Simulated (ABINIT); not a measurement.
# HfB in ABINIT: the effect of target pressure

The system is HfB.

```
Hf B
1.0
     0.00000    2.31000    2.31000
     2.31000    0.00000    2.31000
     2.31000    2.31000    0.00000
Hf B
1 1
Direct
  0.50000 0.50000 0.50000
  0.00000 0.00000 0.00000
```

Alike in all runs:

| Quantity | Value |
| --- | --- |
| Program | ABINIT 10.8.3 (patched build) |
| Task | relaxation of cell and atoms |
| Functional | PBE |
| Potentials or basis | JTH PAW PBE v2.0 |
| Cutoff | 517 eV |
| k mesh | 10 × 10 × 10 |
| Occupations | fermi-dirac, width 0.05 eV |
| Spin | no spin polarisation |

Each run relaxes the cell or the atoms first.

```csv
target pressure,relaxed volume (Å³/atom)
0 GPa,?
5 GPa,13.78
10 GPa,13.44
20 GPa,12.85
30 GPa,12.37
```

Q: What does the run with target pressure 0 GPa give?

A: Relaxed volume 14.17 Å³/atom.

Worked out: In Murnaghan's law V^(-B') rises as a straight line in P. The other rows fit best with B' = 3.6, V0 = 14.17 Å³/atom and B0 = 171 GPa, which gives 14.17 Å³/atom at 0 GPa, against the run's 14.17.
